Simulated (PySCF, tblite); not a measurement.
# C5H11ClSi2: geometry, infrared bands and NMR shifts

What infrared bands and NMR shifts should C5H11ClSi2 (`ClC[SiH2][C@@H]1C=C[SiH2]C1`) show?

Programs: tblite 0.8.0 and PySCF 2.14.0, with density-fitted response routines of our own. Each step states its level of theory. These are calculated values for one molecule in the gas phase, unless marked as measured. Atoms are numbered from 0 throughout.

## 1. The molecule as given

19 atoms, charge 0, multiplicity 1; geometry from: force field or distance geometry start.

Bonds of the start (Å): Cl0–C1 1.79, C1–Si2 1.83, Si2–C3 1.91, C3–C4 1.43, C4–C5 1.32, C5–Si6 1.86, Si6–C7 1.90, C7–C3 1.48, C1–H8 1.11, C1–H9 1.11, Si2–H10 1.47, Si2–H11 1.47, C3–H12 1.11, C4–H13 1.12, C5–H14 1.09, Si6–H15 1.47, Si6–H16 1.44, C7–H17 1.09, C7–H18 1.13.

## 2. Geometry optimisation with GFN2-xTB

What the job is given:

```
{"job": {"kind": "relax", "xc": "GFN2-xTB", "basis": "xTB"}, "charge": 0, "multiplicity": 1}
Cl     4.146500     0.875800     0.488600
C      2.907100    -0.361100     0.138900
Si     1.311200     0.070600     0.932000
C     -0.045800     0.015100    -0.407000
C     -0.653300     1.313500    -0.367500
C     -1.973900     1.344600    -0.406400
Si    -2.619600    -0.402100    -0.471000
C     -0.917300    -1.108200    -0.012100
H      3.232700    -1.352500     0.525600
H      2.766900    -0.408300    -0.959100
H      0.945200    -0.806400     2.057300
H      1.382700     1.444700     1.452600
H      0.511000    -0.194000    -1.347100
H     -0.064400     2.263100    -0.337100
H     -2.643300     2.205900    -0.393100
H     -3.572400    -0.680300     0.618000
H     -3.059900    -0.784700    -1.788200
H     -0.879900    -1.474700     1.015200
H     -0.783400    -1.951800    -0.747000
```

Command:

```
> OMP_NUM_THREADS=1 python probes_run.py task.json out
```

The driver reads the jobs from task.json and runs them one after another.

**Question.** This job is followed by: GFN2-xTB harmonic vibrations, gas phase; GIAO PBE0/pcSseg-1 NMR shielding, non-relativistic, gas phase. What will the session give for the following? strongest single infrared mode (GFN2-xTB); zero-point energy (GFN2-xTB); 13C shifts against TMS (PBE0/pcSseg-1); 1H shifts against TMS (PBE0/pcSseg-1); 35Cl shifts against HCl (PBE0/pcSseg-1); 29Si shifts against TMS (PBE0/pcSseg-1).

As calculated:

| quantity | value |
| --- | --- |
| strongest single infrared mode (GFN2-xTB) | 2211 cm⁻¹, 399 km/mol |
| zero-point energy (GFN2-xTB) | 86.0 kcal/mol |
| 13C shifts against TMS (PBE0/pcSseg-1) | 164.2, 127.5, 38.1, 29.1, 9.0 ppm |
| 1H shifts against TMS (PBE0/pcSseg-1) | 7.10, 5.99, 4.78, 4.72, 4.12, 3.67, 3.11, 2.98, 2.47, 1.28, 0.82 ppm |
| 35Cl shifts against HCl (PBE0/pcSseg-1) | 14 ppm |
| 29Si shifts against TMS (PBE0/pcSseg-1) | -30.9, -34.5 ppm |

The optimisation took 195 steps and gained 0.988 eV; among the close pairs (by a distance rule), C1–Si2 changed most, from 1.834 to 1.912 Å. No mode is imaginary among the 51: a minimum at this level. The strongest single mode, at 2211 cm⁻¹, moves mainly H15. Unscaled tight-binding wavenumbers are off by several per cent, some by more. Its intensities can rank the bands wrongly. At PBE0/pcSseg-1: Shielding is most anisotropic at Cl0 (span 278 ppm, paramagnetic term -208 ppm).
